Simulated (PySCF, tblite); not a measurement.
**C7H15B: geometry, infrared bands and NMR shifts**

What infrared bands and NMR shifts should C7H15B (`C=CCC(C)(C)BC`) show?

Computed with tblite 0.8.0 and PySCF 2.14.0, with density-fitted response routines of our own, on a single molecule in the gas phase. Atoms count from 0, in the outputs and in this text.

## Step 1: The starting structure

23 atoms, charge 0, multiplicity 1; geometry from: force field or distance geometry start.

Bonds of the start (Å): C0–C1 1.35, C1–C2 1.51, C2–C3 1.57, C3–C4 1.55, C3–C5 1.55, C3–B6 1.61, B6–C7 1.58, C0–H8 1.09, C0–H9 1.08, C1–H10 1.08, C2–H11 1.11, C2–H12 1.11, C4–H13 1.12, C4–H14 1.10, C4–H15 1.12, C5–H16 1.10, C5–H17 1.11, C5–H18 1.12, B6–H19 1.18, C7–H20 1.11, C7–H21 1.11, C7–H22 1.11.

## Step 2: Geometry optimisation with GFN2-xTB

The job: settings as JSON, then the geometry in Å.

```
{"job": {"kind": "relax", "xc": "GFN2-xTB", "basis": "xTB"}, "charge": 0, "multiplicity": 1}
C      2.946400     0.636700     0.045900
C      1.892600     0.123400    -0.620200
C      0.894500    -0.774300     0.075700
C     -0.430500    -0.028700     0.449200
C     -0.139700     1.089700     1.478400
C     -1.395100    -1.048400     1.112600
B     -1.152100     0.600000    -0.851500
C     -1.580400    -0.294100    -2.085800
H      3.103400     0.425300     1.100800
H      3.631700     1.288400    -0.466200
H      1.752600     0.368100    -1.659200
H      1.334200    -1.230600     0.983000
H      0.653500    -1.614300    -0.603600
H      0.501300     1.883100     1.017800
H      0.386500     0.696700     2.363700
H     -1.085800     1.567800     1.828000
H     -1.596900    -1.899000     0.438800
H     -2.358500    -0.571400     1.379300
H     -0.945300    -1.454500     2.053600
H     -1.348000     1.762900    -0.892900
H     -2.052800     0.352300    -2.860900
H     -0.698400    -0.798300    -2.521400
H     -2.317900    -1.053900    -1.755100
```

Command:

```console
$ OMP_NUM_THREADS=1 python probes_run.py task.json out
```

The driver reads the jobs from task.json and runs them one after another.

**Question.** This job is followed by: GFN2-xTB harmonic vibrations, gas phase; GIAO PBE0/pcSseg-1 NMR shielding, non-relativistic, gas phase. What will the session give for the following? strongest single infrared mode (GFN2-xTB); zero-point energy (GFN2-xTB); ¹³C shifts against TMS (PBE0/pcSseg-1, means over atoms taken as alike); ¹H shifts against TMS (PBE0/pcSseg-1, means over atoms taken as alike); ¹¹B shifts against BF3·OEt2 (PBE0/pcSseg-1).

As calculated:

| quantity | value |
| --- | --- |
| strongest single infrared mode (GFN2-xTB) | 821 cm⁻¹, 149 km/mol |
| zero-point energy (GFN2-xTB) | 125.9 kcal/mol |
| ¹³C shifts against TMS (PBE0/pcSseg-1, means over atoms taken as alike) | 149.2, 121.8, 53.6, 35.7, 27.1, 13.0 ppm |
| ¹H shifts against TMS (PBE0/pcSseg-1, means over atoms taken as alike) | 7.88, 5.43, 5.41, 5.20, 2.40, 1.14, 1.01 ppm |
| ¹¹B shifts against BF3·OEt2 (PBE0/pcSseg-1) | 94.3 ppm |

**Reading.** The optimisation took 147 steps and gained 0.246 eV; among the close pairs (by a distance rule), C4–H13 changed most, from 1.119 to 1.087 Å. No mode is imaginary among the 63: a minimum at this level. The strongest single mode, at 821 cm⁻¹, has its largest shares on B6, H20, H22 and H19 (the list is cut at 4 atoms). Unscaled tight-binding wavenumbers are off by several per cent, some by more. Its intensities can rank the bands wrongly. C1 (alkene CH) lies farthest downfield among carbon, at 149.2 ppm; an sp2 carbon of a C=C bond. At PBE0/pcSseg-1: The largest span, 235 ppm, is at C1, where the paramagnetic term is -221 ppm.
